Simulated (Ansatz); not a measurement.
# CdSe (Cadmoselite): the cost of one run

Method: DFT r²SCAN, scalar-relativistic, plane waves, PAW, in Ansatz 0.2.0.

The COD entry's cell or inner coordinates are ideal or old and differ from later refinements, so a difference from it is no clean test against experiment.

### 1 The starting structure

It takes space group P6_3mc (No. 186, hexagonal). Conventional cell: a = 4.341 Å, b = 4.341 Å, c = 7.075 Å, α = 90.00°, β = 90.00°, γ = 120.00°. Cd (site symmetry 3m) is surrounded by 4 Se at 2.66 Å. Se (site symmetry 3m) has 4 Cd at 2.66 Å as nearest neighbours.

As a file:

```cif
data_structure
_symmetry_space_group_name_H-M 'P 1'
_symmetry_Int_Tables_number 1
_cell_length_a 4.3407
_cell_length_b 4.3407
_cell_length_c 7.0754
_cell_angle_alpha 90.000
_cell_angle_beta 90.000
_cell_angle_gamma 120.000
_cell_volume 115.45
loop_
_atom_site_label
_atom_site_type_symbol
_atom_site_fract_x
_atom_site_fract_y
_atom_site_fract_z
_atom_site_occupancy
Cd1 Cd 0.33333 0.66667 0.00447 1
Cd2 Cd 0.66667 0.33333 0.50447 1
Se1 Se 0.33333 0.66667 0.38053 1
Se2 Se 0.66667 0.33333 0.88053 1
```

An earlier run at r²SCAN left this cell at 28.862 Å³/atom and 0.01 GPa (10×10×6 mesh).

### 2 Volume × 0.96

Input file input.yaml:

```yaml
crystal:
  lattice:
    - [4.2819943671, 0.0, 0.0]
    - [-2.1409971835, 3.7083159008, 0.0]
    - [0.0, 0.0, 6.9797285415]
  atoms:
    - { symbol: Cd, position: [0.3333333333, 0.6666666667, 0.0044682707] }
    - { symbol: Cd, position: [0.6666666667, 0.3333333333, 0.5044682707] }
    - { symbol: Se, position: [0.3333333333, 0.6666666667, 0.3805317293] }
    - { symbol: Se, position: [0.6666666667, 0.3333333333, 0.8805317293] }
basis:
  ecutwfc: 500
  ecutrho_ratio: 4
kpoints:
  mp_grid: { grid: [10, 10, 6] }
hamiltonian:
  xc: r2scan
scf:
  occupations: { method: gaussian, width: 0.05 }
output:
  forces: true
  stress: true
  eigenvalues: true
relax:
  f_tol: 0.01
  max_steps: 40
  cell: { stress_tol: 0.1, fix: [volume] }
```

The run is started by

```sh
> ansatz run input.yaml --threads 2 --pin off --max-ram 5120MiB --backend cpu --events-out ev --progress --plain --runs-dir out
```

What time and memory should one allow on 2 threads of Intel Xeon at 2.50GHz (Skylake/Cascade Lake), shared host?

About 72 s, with a peak of 0.73 GiB.
